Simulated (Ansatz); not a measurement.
# MoH+ (singlet): the correlation ladder at distance Mo1–H2 = 1.646 Å, def2-SVP

How much of the correlation energy of MoH+ (singlet) does each wave-function method recover here?

Method: def2-SVP, core rule «outside noble gas», up to 4 orbitals frozen; program: Ansatz 0.2.0, Gaussian basis.

Plan: UHF; CCSD(T) on RHF; CCSD(T) on UHF; CISD; CCSDT(Q) on RHF; CCSDT(Q) on UHF; CASSCF and MRCISD+Q, 2 electrons in 2 orbitals; CASSCF and NEVPT2, 2 electrons in 2 orbitals; Full CI.

62 further runs of the same task are left out: 41 for a known fault of the program, 19 that didn't finish, 2 set aside as unsound or not needed.

### 1 What is computed

The geometry derives from a PBE0/def2-TZVP stationary point (not a proven minimum). One bond is set to the value named and the two fragments are kept rigid. No spin-orbit coupling is included. Elements past krypton take def2 core potentials.

2 atoms, charge 1, spin multiplicity 1.

Atoms are counted from 1 here; the program's logs count them from 0.

Bond lengths: Mo1–H2 1.646 Å.

Coordinates:

```xyz
2
charge 1, multiplicity 1
Mo    0.00000    0.00000    0.00000
H     0.00000    0.00000    1.64640
```

### 2 UHF

Input file in.yaml:

```yaml
crystal:
  periodic: [false, false, false]
  atoms:
    - {symbol: Mo, position_ang: [0.000000, 0.000000, 0.000000]}
    - {symbol: H, position_ang: [0.000000, 0.000000, 1.646400]}
basis:
  gaussian: {orbitals: def2-SVP}
total_charge: 1
magnetization: {spin_polarized: true, initial_magnetization: 0}
hamiltonian: {xc: hf}
output: {orbitals: {seedname: orbitals}}
```

On the command line:

```console
$ ansatz run in.yaml --threads 1 --pin off --events-out ev --progress --plain --max-ram 2393MiB
```

The runs that follow: CCSD(T) on RHF; CCSD(T) on UHF; CISD; CCSDT(Q) on RHF; CCSDT(Q) on UHF; CASSCF and MRCISD+Q, 2 electrons in 2 orbitals; CASSCF and NEVPT2, 2 electrons in 2 orbitals; Full CI.

Before running them: what should the planned runs give, taken together? Wanted: FCI below the RHF energy; RMP2 from FCI; RCCSD from FCI; RCCSD(T) from FCI; RCCSDT(Q) from FCI; T1 diagnostic; effectively unpaired electrons.

The runs gave:

```
                         quantity                        value
         FCI below the RHF energy                   -2.8926 eV
                    RMP2 from FCI                 +68.8 kJ/mol
                   RCCSD from FCI                 +11.8 kJ/mol
                RCCSD(T) from FCI                  +2.1 kJ/mol
               RCCSDT(Q) from FCI                  -3.7 kJ/mol
levels within 1 kcal/mol (43 meV)  RCCSD(T), RCCSDT, RCCSDT(Q)
                    T1 diagnostic                        0.035
   effectively unpaired electrons                         2.21
```

RCCSD(T) lands +2.1 kJ/mol from the yardstick (0.8 % of the correlation energy). RCCSDT, RCCSDT(Q) fall below full CI, which methods that aren't variational can do. The occupations show strong static correlation (2.2 unpaired electrons where one determinant has 0). Coupled cluster on one determinant still stays close here. These misses are within one basis, not against nature.
